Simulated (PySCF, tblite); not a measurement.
# C₆H₁₂F₂OSi: geometry, infrared bands and NMR shifts

Aim: predict the infrared bands and NMR shifts of C₆H₁₂F₂OSi (`CO[SiH2][C@@]1(F)CC[C@@H](F)C1`).

The runs use tblite 0.8.0 and PySCF 2.14.0, with density-fitted response routines of our own; the level of theory stands in each step. All values are computed, except where a source is named. Atoms are numbered from 0 throughout.

### Step 1. The molecule as given

22 atoms, charge 0, multiplicity 1; geometry from: force field or distance geometry start.

Bonds of the start (Å): C0–O1 1.39, O1–Si2 1.71, Si2–C3 1.85, C3–F4 1.39, C3–C5 1.52, C5–C6 1.52, C6–C7 1.52, C7–F8 1.37, C7–C9 1.52, C9–C3 1.50, C0–H10 1.11, C0–H11 1.12, C0–H12 1.11, Si2–H13 1.47, Si2–H14 1.46, C5–H15 1.09, C5–H16 1.10, C6–H17 1.09, C6–H18 1.11, C7–H19 1.11, C9–H20 1.12, C9–H21 1.11.

### Step 2. Optimising the geometry with GFN2-xTB

The job: settings as JSON, then the geometry in Å.

```
{"job": {"kind": "relax", "xc": "GFN2-xTB", "basis": "xTB"}, "charge": 0, "multiplicity": 1}
C      3.557100     0.529700     0.276100
O      2.493500    -0.263000     0.680200
Si     1.404400    -0.619800    -0.591200
C     -0.289700    -0.568100     0.150000
F     -0.344400    -1.217900     1.376200
C     -0.677800     0.886000     0.358300
C     -2.077600     0.660800     0.901000
C     -2.608200    -0.277700    -0.163600
F     -3.233500     0.506500    -1.102600
C     -1.408800    -0.999600    -0.753900
H      3.374800     1.030600    -0.692800
H      3.761200     1.247900     1.104600
H      4.436700    -0.137600     0.222900
H      1.494200     0.377400    -1.673100
H      1.720900    -1.923600    -1.174000
H     -0.792300     1.378700    -0.607900
H     -0.016600     1.413400     1.065500
H     -2.648800     1.586600     0.983100
H     -1.997500     0.132200     1.876300
H     -3.334400    -0.992300     0.281000
H     -1.241400    -0.640100    -1.802800
H     -1.582000    -2.090700    -0.714000
```

Command:

```console
$ OMP_NUM_THREADS=1 python probes_run.py task.json out
```

This one command runs all jobs of the session in turn.

**Question.** This job is followed by: GFN2-xTB harmonic vibrations, gas phase; GIAO PBE0/pcSseg-1 NMR shielding, non-relativistic, gas phase. Predict these results of the whole session: strongest single infrared mode (GFN2-xTB); zero-point energy (GFN2-xTB); ¹³C shifts against TMS (PBE0/pcSseg-1); ¹H shifts against TMS (PBE0/pcSseg-1, means over atoms taken as alike); ¹⁷O shifts against H2O (PBE0/pcSseg-1); ²⁹Si shifts against TMS (PBE0/pcSseg-1); ¹⁹F shifts against CFCl3 (PBE0/pcSseg-1).

**Answer**, as computed:

| quantity | value |
| --- | --- |
| strongest single infrared mode (GFN2-xTB) | 2233 cm⁻¹, 395 km/mol |
| zero-point energy (GFN2-xTB) | 106.7 kcal/mol |
| ¹³C shifts against TMS (PBE0/pcSseg-1) | 102.6, 99.5, 54.5, 46.9, 38.7, 36.7 ppm |
| ¹H shifts against TMS (PBE0/pcSseg-1, means over atoms taken as alike) | 5.52, 4.98, 4.68, 3.87, 2.45, 2.40, 2.14, 2.05, 1.94, 1.90 ppm |
| ¹⁷O shifts against H2O (PBE0/pcSseg-1) | -5.5 ppm |
| ²⁹Si shifts against TMS (PBE0/pcSseg-1) | -20.0 ppm |
| ¹⁹F shifts against CFCl3 (PBE0/pcSseg-1) | -196.2, -203.9 ppm |

What this shows: Over 118 steps the energy fell by 0.873 eV; of the close pairs, O1–Si2 changed most, 1.712 to 1.613 Å. All 60 modes are real, so the xTB geometry is a minimum. The strongest single mode, at 2233 cm⁻¹, moves mainly H13. GFN2-xTB is a fitted tight-binding method: band positions and strengths are rough. Its intensities can rank the bands wrongly. C3 (fully substituted sp3 carbon bonded to F and Si) lies farthest downfield among carbon, at 102.6 ppm; pulled downfield by the heteroatom. The most deshielded hydrogen is H19 (hydrogen on an sp3 CH bonded to F), at 5.52 ppm: its carbon carries F, an electronegative neighbour. At PBE0/pcSseg-1: The widest tensor belongs to F4: span 162 ppm, with a paramagnetic part of -104 ppm.
